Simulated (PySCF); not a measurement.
# C2H5BF5PSi: the cost of one run

Computed with PySCF 2.14.0 and routines of our own; the level stands in each step. Atoms count from 0.

## 1. The starting structure

15 atoms, charge 0, multiplicity 1; geometry from: GFN2-xTB.

## 2. Magnetic properties: GIAO PBE0/pcSseg-1

Job settings and geometry (Å):

```
{"job": {"kind": "mag", "xc": "PBE0", "basis": "pcSseg-1", "isotopologues": 0}, "charge": 0, "multiplicity": 1}
B      3.403829    -0.216601    -0.012688
P      1.929110     0.501168    -0.824648
Si     0.213593    -0.635810    -0.041547
C     -1.259983     0.624678    -0.192002
F     -1.014800     1.634263    -1.069292
F     -1.493236     1.227351     1.007531
C     -2.532309    -0.087959    -0.620542
F     -2.754141    -1.140827     0.182132
F     -3.633048     0.659420    -0.605331
F     -2.395661    -0.574589    -1.859940
H      4.273169     0.461364     0.367069
H      3.507757    -1.380637     0.000583
H      1.767904     1.756448    -0.263207
H     -0.079073    -1.744754    -0.947707
H      0.062474    -1.075525     1.352021
```

With the program's defaults for keys left out, this is: GIAO PBE0/pcSseg-1 magnetisability, rotational g tensor and spin-rotation constants, non-relativistic, gas phase.

The run is started by

```
$ OMP_NUM_THREADS=1 python excited_run.py task.json out
```

This one command runs all jobs of the session in turn.

**Question.** How long does this first job take on 1 thread of Arm Neoverse V1, shared host, and how much memory does it need?

About 55 s, with a peak of 0.95 GiB.
